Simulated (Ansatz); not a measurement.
**CH8B2Si: up Jacob's ladder to CCSD(T)**

One table from this session's results is given with a row withheld; the runs are named, their logs left out.

The runs use Ansatz 0.2.0, Gaussian basis; functionals in def2-TZVPP, the program's frozen cores in correlated methods.

The runs, in order: LDA (SPW92), PBE-D4, revPBE-D4, BLYP-D4, r2SCAN-D4, B97M-V, PBE0-D4, B3LYP-D4, r2SCANh-D4, r2SCAN0-D4, HSE06-D4, BHLYP-D4, CAM-B3LYP-D4, LC-ωPBE, ωB97X-V, ωB97M-V, B2PLYP, PBE-QIDH; CCSD(T)/def2-SVP; CCSD(T)/def2-TZVPP; MP2/def2-QZVPP; extrapolation to the limit; RPA on PBE.

## Structure used throughout

All runs share one geometry, relaxed beforehand with PBE0-D4 in a triple-zeta def2 set.

SMILES `BC(B)[SiH3]`, 12 atoms, charge 0, spin multiplicity 1.

Atoms are counted from 1 here; the program's logs count them from 0.

Bond lengths: B1–C2 1.530 Å, B1–H5 1.198 Å, B1–H6 1.197 Å, C2–B3 1.542 Å, C2–Si4 1.911 Å, C2–H7 1.091 Å, B3–H8 1.196 Å, B3–H9 1.199 Å, Si4–H10 1.480 Å, Si4–H11 1.483 Å, Si4–H12 1.494 Å. Angles: C2–B1–H5 120.8°, C2–B1–H6 120.0°, H5–B1–H6 119.2°, B1–C2–B3 114.1°, B1–C2–Si4 107.2°, B1–C2–H7 117.4°, B3–C2–Si4 89.8°, B3–C2–H7 115.9°, Si4–C2–H7 108.2°, C2–B3–H8 120.9°, C2–B3–H9 119.6°, H8–B3–H9 119.5°, C2–Si4–H10 112.2°, C2–Si4–H11 107.6°, C2–Si4–H12 109.3°, H10–Si4–H11 111.2°, H10–Si4–H12 108.5°, H11–Si4–H12 107.9°.

As a file:

```mol
CH8B2Si
  3D, bonds by distance, orders not assigned

 12 11  0  0  0  0  0  0  0  0999 V2000
   -1.0706    1.2833   -0.1538 B   0  0
   -0.6918   -0.1743    0.1170 C   0  0
    0.1358   -0.3814    1.4014 B   0  0
    0.8573   -0.5595   -0.9335 Si  0  0
   -2.1698    1.5707   -0.5327 H   0  0
   -0.2711    2.1548    0.0332 H   0  0
   -1.4438   -0.9359   -0.0930 H   0  0
   -0.0197   -1.3522    2.0824 H   0  0
    0.9669    0.4272    1.7071 H   0  0
    1.5570    0.6691   -1.3706 H   0  0
    0.4204   -1.3707   -2.0951 H   0  0
    1.8064   -1.3862   -0.1283 H   0  0
  1  2  8  0
  2  3  8  0
  2  4  8  0
  1  5  8  0
  1  6  8  0
  2  7  8  0
  3  8  8  0
  3  9  8  0
  4 10  8  0
  4 11  8  0
  4 12  8  0
M  END
```

The first run:

The input, in.yaml:

```yaml
crystal:
  periodic: [false, false, false]
  atoms:
    - {symbol: B, position_ang: [-1.070625, 1.283283, -0.153777]}
    - {symbol: C, position_ang: [-0.691757, -0.174264, 0.116978]}
    - {symbol: B, position_ang: [0.135803, -0.381416, 1.401399]}
    - {symbol: Si, position_ang: [0.857269, -0.559528, -0.933468]}
    - {symbol: H, position_ang: [-2.169795, 1.570669, -0.532684]}
    - {symbol: H, position_ang: [-0.271146, 2.154766, 0.033192]}
    - {symbol: H, position_ang: [-1.443762, -0.935853, -0.093037]}
    - {symbol: H, position_ang: [-0.019714, -1.352219, 2.082437]}
    - {symbol: H, position_ang: [0.966862, 0.427240, 1.707123]}
    - {symbol: H, position_ang: [1.557048, 0.669099, -1.370638]}
    - {symbol: H, position_ang: [0.420385, -1.370696, -2.095110]}
    - {symbol: H, position_ang: [1.806432, -1.386181, -0.128314]}
basis:
  gaussian: {orbitals: def2-TZVPP}
hamiltonian: {xc: lda}
output: {orbitals: {seedname: orbitals}}
```

Command:

```
> ansatz run in.yaml --threads 2 --pin off --events-out ev --progress --plain --max-ram 4352MiB
```

Among the steps run: LDA; PBE-D4 (GGA); revPBE-D4 (GGA); BLYP-D4 (GGA); r2SCAN-D4 (meta-GGA); B97M-V (meta-GGA); B3LYP-D4 (hybrid); r2SCANh-D4 (hybrid); r2SCAN0-D4 (hybrid); HSE06-D4 (hybrid); BHLYP-D4 (hybrid); CAM-B3LYP-D4 (range-separated); LC-ωPBE (range-separated); ωB97X-V (range-separated); ωB97M-V (range-separated); B2PLYP (double hybrid); PBE-QIDH (double hybrid).

One table of the session follows, with a row left open; its other results are not shown here.

It belongs to the step «Frontier levels by functional». 

| functional | HOMO (eV) | gap (eV) |
| --- | --- | --- |
| LDA (SPW92) | -7.51 | 5.02 |
| PBE-D4 | -7.49 | 5.26 |
| revPBE-D4 | -7.46 | 5.35 |
| BLYP-D4 | -7.42 | 5.36 |
| r2SCAN-D4 | -7.79 | 5.95 |
| B97M-V | -7.93 | 5.92 |
| PBE0-D4 | -8.81 | 7.57 |
| B3LYP-D4 | -8.64 | 7.18 |
| r2SCANh-D4 | -8.28 | 6.77 |
| r2SCAN0-D4 | -9.01 | 7.99 |
| HSE06-D4 | -8.41 | 6.78 |
| BHLYP-D4 | ? | ? |
| CAM-B3LYP-D4 | -10.24 | 10.04 |
| LC-ωPBE | -11.59 | 12.56 |
| ωB97X-V | -11.25 | 12.11 |
| ωB97M-V | -11.10 | 11.65 |

Estimate the missing values for BHLYP-D4.

Worked estimate for «HOMO (eV)». Against the share of exact exchange, BLYP-D4 (0, -7.42), B3LYP-D4 (0.2, -8.64) give a slope of -6.10 per unit share; at 0.5 the line stands at -10.47.

**Answer.** HOMO (eV): -10.10; gap (eV): 9.83. In «HOMO (eV)» the line misses by -0.37.
